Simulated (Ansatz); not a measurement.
# PC3: the cost of one run

Program: Ansatz 0.2.0. Level of theory: DFT PBE, scalar-relativistic, plane waves, PAW. These are calculated values, not measurements.

## 1. Starting point

Symmetry: Pm-3m, No. 221, cubic system. Conventional cell: a = 3.644 Å, b = 3.644 Å, c = 3.644 Å, α = 90.00°, β = 90.00°, γ = 90.00°. P (site symmetry m-3m) is surrounded by 12 C at 2.58 Å. C (site symmetry 4/mmm) has 4 P at 2.58 Å and 8 C at 2.58 Å in its first shell of neighbours.

Coordinates:

```cif
data_structure
_symmetry_space_group_name_H-M 'Pm-3m'
_symmetry_Int_Tables_number 221
_cell_length_a 3.6440
_cell_length_b 3.6440
_cell_length_c 3.6440
_cell_angle_alpha 90.000
_cell_angle_beta 90.000
_cell_angle_gamma 90.000
_cell_volume 48.39
loop_
_atom_site_label
_atom_site_type_symbol
_atom_site_symmetry_multiplicity
_atom_site_Wyckoff_symbol
_atom_site_fract_x
_atom_site_fract_y
_atom_site_fract_z
_atom_site_occupancy
P1 P 1 a 0.00000 0.00000 0.00000 1
C1 C 3 c 0.00000 0.50000 0.50000 1
```

A structure generator made this guess: species swapped into a database cell of CdAu3 (Pm-3m, No. 221), with P on the Cd sites and C on the Au sites. Its size is a rough estimate.

## 2. A first look at the guess

Input file input.yaml:

```yaml
crystal:
  lattice:
    - [3.64397813, 0.0, 0.0]
    - [0.0, 3.64397813, 0.0]
    - [0.0, 0.0, 3.64397813]
  atoms:
    - { symbol: P, position: [0.0, 0.0, 0.0] }
    - { symbol: C, position: [0.0, 0.5, 0.5] }
    - { symbol: C, position: [0.5, 0.0, 0.5] }
    - { symbol: C, position: [0.5, 0.5, 0.0] }
basis:
  ecutwfc: 420
kpoints:
  mp_grid: { grid: [6, 6, 6] }
hamiltonian:
  xc: pbe
scf:
  occupations: { method: gaussian, width: 0.1 }
  lower_state_search: "off"
output:
  forces: true
  stress: true
  eigenvalues: true
```

The run is started by

```console
$ ansatz run input.yaml --threads 1 --pin off --max-ram 2560MiB --backend cpu --events-out ev --progress --plain --runs-dir out
```

**Question.** How long does this run take on 1 thread of Intel Xeon at 2.50GHz (Skylake/Cascade Lake), shared host, and how much memory does it need?

About 2.3 s, with a peak of 0.3 GiB.
